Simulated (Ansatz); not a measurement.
**C₂H₅FGeO: up Jacob's ladder to CCSD(T)**

An exercise on one series of results from a longer session: the logs are not shown, and one member is left open.

Program: Ansatz 0.2.0, Gaussian basis. Level of theory: functionals in def2-TZVPP, the program's frozen cores in correlated methods. These are calculated values, not measurements.

Plan: PBE-D4, r2SCAN-D4, PBE0-D4, B3LYP-D4, ωB97X-V, ωB97M-V, B2PLYP; CCSD(T)/def2-TZVPP; MP2/def2-QZVPP; extrapolation to the limit.

## The relaxed structure

The geometry comes from an earlier relaxation with PBE0-D4 in a triple-zeta def2 set; it is a stationary point, not always the lowest conformer.

SMILES `O[C]1(F)[CH2][GeH2]1`, 10 atoms, charge 0, spin multiplicity 1.

Atoms are counted from 1 here; the program's logs count them from 0.

Bond lengths: O1–C2 1.362 Å, O1–H6 0.962 Å, C2–F3 1.373 Å, C2–C4 1.497 Å, C2–Ge5 1.970 Å, C4–Ge5 1.972 Å, C4–H7 1.085 Å, C4–H8 1.085 Å, Ge5–H9 1.524 Å, Ge5–H10 1.523 Å. Angles: C2–O1–H6 108.8°, O1–C2–F3 111.7°, O1–C2–C4 114.8°, O1–C2–Ge5 123.1°, F3–C2–C4 114.2°, F3–C2–Ge5 117.8°, C4–C2–Ge5 67.8°, C2–C4–Ge5 67.6°, C2–C4–H7 115.1°, C2–C4–H8 115.6°, Ge5–C4–H7 116.6°, Ge5–C4–H8 118.9°, H7–C4–H8 114.8°, C2–Ge5–C4 44.7°, C2–Ge5–H9 118.9°, C2–Ge5–H10 120.4°, C4–Ge5–H9 117.0°, C4–Ge5–H10 116.8° and more.

As a file:

```xyz
10
charge 0, multiplicity 1
O    -0.81222   -0.56126    1.53110
C     0.18779   -0.16337    0.69592
F     1.39288   -0.08277    1.34881
C     0.24486   -0.89448   -0.60957
Ge   -0.10609    1.03230   -0.84131
H    -0.99903    0.14997    2.15189
H     1.22984   -1.24648   -0.89673
H    -0.56004   -1.59929   -0.78829
H    -1.53139    1.43776   -1.19818
H     1.03670    1.87651   -1.39064
```

The first run:

The input, in.yaml:

```yaml
crystal:
  periodic: [false, false, false]
  atoms:
    - {symbol: O, position_ang: [-0.812218, -0.561263, 1.531098]}
    - {symbol: C, position_ang: [0.187787, -0.163367, 0.695918]}
    - {symbol: F, position_ang: [1.392882, -0.082770, 1.348809]}
    - {symbol: C, position_ang: [0.244856, -0.894477, -0.609572]}
    - {symbol: Ge, position_ang: [-0.106088, 1.032303, -0.841314]}
    - {symbol: H, position_ang: [-0.999028, 0.149974, 2.151893]}
    - {symbol: H, position_ang: [1.229839, -1.246481, -0.896726]}
    - {symbol: H, position_ang: [-0.560040, -1.599285, -0.788294]}
    - {symbol: H, position_ang: [-1.531386, 1.437760, -1.198176]}
    - {symbol: H, position_ang: [1.036697, 1.876509, -1.390638]}
basis:
  gaussian: {orbitals: def2-TZVPP}
hamiltonian: {xc: pbe, dispersion: d4}
output: {forces: true, orbitals: {seedname: orbitals}}
```

Started as:

```sh
$ ansatz run in.yaml --threads 4 --pin off --events-out ev --progress --plain --max-ram 10444MiB
```

Steps of the session up to this table: PBE-D4 (GGA); r2SCAN-D4 (meta-GGA); PBE0-D4 (hybrid); B3LYP-D4 (hybrid); ωB97X-V (range-separated); ωB97M-V (range-separated); B2PLYP (double hybrid); CCSD(T) in def2-TZVPP; MP2 in def2-QZVPP.

One of the session's tables, all rows but one given; the rest of the session is left out.

It belongs to the step «Atomisation energies». 

| method | atomisation energy (kJ/mol) |
| --- | --- |
| PBE-D4 | 3640.0 |
| r2SCAN-D4 | 3555.9 |
| PBE0-D4 | ? |
| B3LYP-D4 | 3509.1 |
| ωB97X-V | 3545.5 |
| ωB97M-V | 3531.9 |
| B2PLYP | 3482.1 |
| HF/def2-TZVPP | 2402.8 |
| MP2/def2-TZVPP | 3525.9 |
| CCSD/def2-TZVPP | 3377.5 |
| CCSD(T)/def2-TZVPP | 3447.0 |
| MP2/CBS | 3621.4 |
| CCSD(T)/CBS | 3542.5 |

Estimate the missing values for PBE0-D4.

The run gave: atomisation energy (kJ/mol): 3542.4. In the column «atomisation energy (kJ/mol)» it lies between ωB97M-V (3531.9) and CCSD(T)/CBS (3542.5).

Limits of these values: Free atoms (1 O, 2 C, 1 F, 1 Ge, 5 H) were run apart at each level; the atomisation energy is their sum less the molecule, without zero-point or spin-orbit terms.
